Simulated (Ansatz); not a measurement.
Set up this calculation in Ansatz 0.2.0, as the native input.

| Property | Result |
| --- | --- |
| Task | relaxation of cell and atoms |
| Functional | PBE |
| Potentials or basis | Ansatz PAW |
| Cutoff | 420 eV (not typed: the program's choice for these potentials) |
| k mesh | 6 × 6 × 4 |
| Occupations | fermi-dirac, width 0.05 eV |
| Spin | collinear spin, ferromagnetic start |
| Starting moments | [1.0, 1.0, 0.0, 0.6, 0.0] μB |
| Target pressure | 5 GPa |
| Target pressure (GPa) | 5 |

NiMoIrPdW:

```
Ni Mo Pd Ir W
1.0
     4.11705    0.00000    0.00000
    -2.05853    3.56547    0.00000
     0.00000    0.00000    5.44580
Ni Mo Pd Ir W
1 1 1 1 1
Direct
  0.00000 0.00000 0.95775
  0.66667 0.33333 0.96161
  0.66667 0.33333 0.46295
  0.33333 0.66667 0.72572
  0.33333 0.66667 0.23642
```

The cell was built by a generator and needn't be a form met in nature.

One way to write it, as run:

input.yaml

```yaml
crystal:
  lattice:
    - [4.11705, 0.0, 0.0]
    - [-2.05853, 3.56547, 0.0]
    - [0.0, 0.0, 5.4458]
  atoms:
    - { symbol: Ni, position: [0.0, 0.0, 0.95775], spin: 1.0 }
    - { symbol: Mo, position: [0.66667, 0.33333, 0.96161], spin: 1.0 }
    - { symbol: Pd, position: [0.66667, 0.33333, 0.46295] }
    - { symbol: Ir, position: [0.33333, 0.66667, 0.72572], spin: 0.6 }
    - { symbol: W, position: [0.33333, 0.66667, 0.23642] }
hamiltonian:
  xc: pbe
  pseudopotentials: { kind: paw }
magnetization:
  spin_polarized: true
kpoints:
  mp_grid: { grid: [6, 6, 4] }
scf:
  occupations: { method: fermi_dirac, width: 0.05 }
output:
  forces: true
  stress: true
  eigenvalues: true
relax:
  f_tol: 0.01
  max_steps: 40
  cell: { stress_tol: 0.05, p_target: 5.0 }
```

Potentials or basis: Ansatz PAW.

Launch:

```console
$ ansatz run input.yaml --threads 8 --pin off --max-ram 20480MiB --backend cpu --events-out ev --progress --plain --runs-dir out
```

It gave:

```json
{"Relaxed volume": "15.64 Å³/atom", "Relaxed cell": "a = 4.083 Å, b = 4.083 Å, c = 5.417 Å, α = 90.00°, β = 90.00°, γ = 120.00°", "Space group after relaxing (to 0.05 Å)": "P3m1 (No. 156)", "Energy change on relaxing (the enthalpy is what falls)": "+4.9 meV/atom", "Ionic steps": "5", "Pressure after relaxing": "5.0 GPa", "Largest force after relaxing": "0.006 eV/Å", "Band gap on the k mesh": "none (metal or under the smearing width)", "Net moment": "0.00 μB per cell", "Absolute moment": "0.00 μB per cell"}
```

Caveat: the plane-wave basis is chosen anew once the cell has moved, so the energies of steps on either side of that aren't comparable; the starting moments weren't kept.

It took 46 s on 8 threads of AMD EPYC 7R43 64-Core Processor (Zen 3) (shared host), peak memory 0.73 GiB.
